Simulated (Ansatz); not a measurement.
Crystal: Ta4NiO11.

```
Ta Ni O
1.0
     1.95495  -14.82973    0.00000
     1.95495   14.82973    0.00000
     0.00000    0.00000    3.88590
Ta Ni O
4 1 11
Direct
  0.20437 0.79563 0.00000
  0.92451 0.07549 0.00000
  0.07549 0.92451 0.00000
  0.79563 0.20437 0.00000
  0.50000 0.50000 0.00000
  0.13987 0.86013 0.00000
  0.72107 0.27893 0.00000
  0.43645 0.56355 0.00000
  0.56355 0.43645 0.00000
  0.00000 0.00000 0.00000
  0.86013 0.13987 0.00000
  0.27893 0.72107 0.00000
  0.92790 0.07210 0.50000
  0.07210 0.92790 0.50000
  0.79436 0.20564 0.50000
  0.20564 0.79436 0.50000
```

The cell was built by a generator and needn't be a form met in nature.

```yaml
Program: Ansatz 0.2.0
Task: relaxation of cell and atoms
Functional: r2SCAN
Potentials_or_basis: Ansatz PAW
Cutoff: "500 eV (not typed: the program's choice for these potentials)"
k_mesh: 5 × 5 × 5
Occupations: fermi-dirac, width 0.05 eV
Spin: collinear spin, ferromagnetic start
Starting_moments: "[0.0, 0.0, 0.0, 0.0, 1.0, 0.0, 0.0, 0.0, 0.0, 0.0, 0.0, 0.0, 0.0, 0.0, 0.0, 0.0] μB"
```

At the start: volume 14.08 Å³/atom.

Q: How do energy, volume and symmetry change on relaxing?

A: It ends after 6 steps and the volume is 13.79 Å³/atom (-2.1 %); space group Cmmm (No. 65, to 0.05 Å); moment 1.20 μB per cell.

Step by step:
| step | energy change (eV) | largest force (eV/Å) | volume (Å³) |
| --- | --- | --- | --- |
| 1 | 0.0000 | 0.2606 | 225.32 |
| 2 | -0.0738 | 0.0928 | 220.09 |
| 3 | -0.0770 | 0.0816 | 220.64 |
| 4 | -0.0781 | 0.0157 | 220.72 |
| 5 | -0.0782 | 0.0059 | 220.66 |
| 6 | -0.0755 | 0.0059 | 220.66 |

Final structure:
```cif
data_structure
_symmetry_space_group_name_H-M 'P 1'
_symmetry_Int_Tables_number 1
_cell_length_a 14.8740
_cell_length_b 14.8740
_cell_length_c 3.8549
_cell_angle_alpha 90.000
_cell_angle_beta 90.000
_cell_angle_gamma 165.005
_cell_volume 220.66
loop_
_atom_site_label
_atom_site_type_symbol
_atom_site_fract_x
_atom_site_fract_y
_atom_site_fract_z
_atom_site_occupancy
Ta1 Ta 0.20454 0.79546 0.00000 1
Ta2 Ta 0.92414 0.07586 0.00000 1
Ta3 Ta 0.07586 0.92414 0.00000 1
Ta4 Ta 0.79546 0.20454 0.00000 1
Ni1 Ni 0.50000 0.50000 0.00000 1
O1 O 0.14013 0.85987 0.00000 1
O2 O 0.72118 0.27882 0.00000 1
O3 O 0.43569 0.56431 0.00000 1
O4 O 0.56431 0.43569 0.00000 1
O5 O 0.00000 0.00000 0.00000 1
O6 O 0.85987 0.14013 0.00000 1
O7 O 0.27882 0.72118 0.00000 1
O8 O 0.92871 0.07129 0.50000 1
O9 O 0.07129 0.92871 0.50000 1
O10 O 0.79368 0.20632 0.50000 1
O11 O 0.20632 0.79368 0.50000 1
```

Caveat: the magnetic or orbital state may not be the lowest; the plane-wave basis is chosen anew once the cell has moved, so the energies of steps on either side of that aren't comparable; a cell with one magnetic atom can't hold antiferromagnetic order, which such compounds often take; the PAW data sets come from PBE, with cores solved anew for the run's functional, which leaves a small shift of forces and pressure.
